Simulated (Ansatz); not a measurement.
**C3H5BO: a ladder of functionals and wavefunction methods**

Aim: compute C3H5BO with functionals from several rungs and with coupled cluster. The yardstick is the atomisation energy at the CCSD(T) limit.

The runs use Ansatz 0.2.0, Gaussian basis; functionals in def2-TZVPP, the program's frozen cores in correlated methods.

Levels to be run: LDA (SPW92), PBE-D4, revPBE-D4, BLYP-D4, r2SCAN-D4, B97M-V, PBE0-D4, B3LYP-D4, r2SCANh-D4, r2SCAN0-D4, HSE06-D4, BHLYP-D4, CAM-B3LYP-D4, LC-ωPBE, ωB97X-V, ωB97M-V, B2PLYP, PBE-QIDH; CCSD(T)/def2-SVP; CCSD(T)/def2-TZVPP; MP2/def2-QZVPP; extrapolation to the limit; RPA on PBE.

## (1) Structure used throughout

An earlier PBE0-D4 in a triple-zeta def2 set relaxation fixed the geometry.

10 atoms, charge 0, spin multiplicity 1.

Atoms are counted from 1 here; the program's logs count them from 0.

Bond lengths: C1–C2 1.209 Å, C1–H6 1.066 Å, C2–B3 1.511 Å, B3–C4 1.553 Å, B3–H7 1.195 Å, C4–O5 1.408 Å, C4–H8 1.104 Å, C4–H9 1.104 Å, O5–H10 0.962 Å. Angles: C2–C1–H6 178.4°, C1–C2–B3 176.1°, C2–B3–C4 120.0°, C2–B3–H7 120.5°, C4–B3–H7 119.4°, B3–C4–O5 118.8°, B3–C4–H8 107.0°, B3–C4–H9 107.0°, O5–C4–H8 109.7°, O5–C4–H9 109.7°, H8–C4–H9 103.5°, C4–O5–H10 108.2°.

## (2) LDA

This LDA is Slater exchange with PW92 correlation.

File in.yaml:

```yaml
crystal:
  periodic: [false, false, false]
  atoms:
    - {symbol: C, position_ang: [-2.091856, -0.300411, 1.070671]}
    - {symbol: C, position_ang: [-1.247915, 0.212365, 0.373235]}
    - {symbol: B, position_ang: [-0.129947, 0.776750, -0.472695]}
    - {symbol: C, position_ang: [1.237382, 0.044499, -0.542810]}
    - {symbol: O, position_ang: [1.409552, -1.144942, 0.191452]}
    - {symbol: H, position_ang: [-2.855086, -0.730508, 1.678504]}
    - {symbol: H, position_ang: [-0.287684, 1.786496, -1.091903]}
    - {symbol: H, position_ang: [1.448280, -0.143056, -1.610545]}
    - {symbol: H, position_ang: [2.010612, 0.777513, -0.251867]}
    - {symbol: H, position_ang: [0.589661, -1.329904, 0.659056]}
basis:
  gaussian: {orbitals: def2-TZVPP}
hamiltonian: {xc: lda}
output: {orbitals: {seedname: orbitals}}
```

Command:

```sh
$ ansatz run in.yaml --threads 2 --pin off --events-out ev --progress --plain --max-ram 4352MiB
```

Further steps of the session: PBE-D4 (GGA); revPBE-D4 (GGA); BLYP-D4 (GGA); r2SCAN-D4 (meta-GGA); B97M-V (meta-GGA); B3LYP-D4 (hybrid); r2SCANh-D4 (hybrid); r2SCAN0-D4 (hybrid); HSE06-D4 (hybrid); BHLYP-D4 (hybrid); CAM-B3LYP-D4 (range-separated); LC-ωPBE (range-separated); ωB97X-V (range-separated); ωB97M-V (range-separated); B2PLYP (double hybrid); PBE-QIDH (double hybrid); CCSD(T) in def2-SVP; CCSD(T) in def2-TZVPP; MP2 in def2-QZVPP; RPA on PBE orbitals.

Q: Predict the results of all the runs planned. Wanted: atomisation energy, CCSD(T)/CBS; farthest beyond LDA; mean size of error, GGA; mean size of error, meta-GGA; mean size of error, hybrid; mean size of error, range-separated; mean size of error, double hybrid; gap, smallest and largest; T1 diagnostic.

The runs gave:

| quantity | value |
| --- | --- |
| atomisation energy, CCSD(T)/CBS | 4122.9 kJ/mol |
| functionals within 20.6 kJ/mol (0.5 %) | r2SCANh-D4, LC-ωPBE, ωB97X-V, B2PLYP, PBE-QIDH |
| farthest beyond LDA | PBE-D4 (+140.6 kJ/mol) |
| mean size of error, GGA | 65.6 kJ/mol |
| mean size of error, meta-GGA | 28.9 kJ/mol |
| mean size of error, hybrid | 46.7 kJ/mol |
| mean size of error, range-separated | 17.8 kJ/mol |
| mean size of error, double hybrid | 7.0 kJ/mol |
| gap, smallest and largest | 3.02 eV (LDA (SPW92)), 10.78 eV (LC-ωPBE) |
| T1 diagnostic | 0.0128 |
| triples share of the correlation energy | 4.3 % |

What this shows: LDA overbinds by 649.4 kJ/mol (16 %). PBE-D4 is off by +140.6 kJ/mol. Double hybrids carry the basis error of their MP2 part in triple zeta, and no dispersion term here, so their miss is partly the set-up's. The rungs double hybrid, range-separated miss on average by less than the doubt on the reference (20.6 kJ/mol), so they tie. Misses under about 20.6 kJ/mol are within the doubt on the reference itself, which lacks core-valence correlation, relativity and higher excitations. Hartree-Fock recovers 73 % of the binding; the rest is correlation. CCSD(T) in def2-SVP is off by -188.6 kJ/mol, worse than the median functional, from the basis alone. Orbital gaps span 3.0 to 10.8 eV; exact exchange widens them.
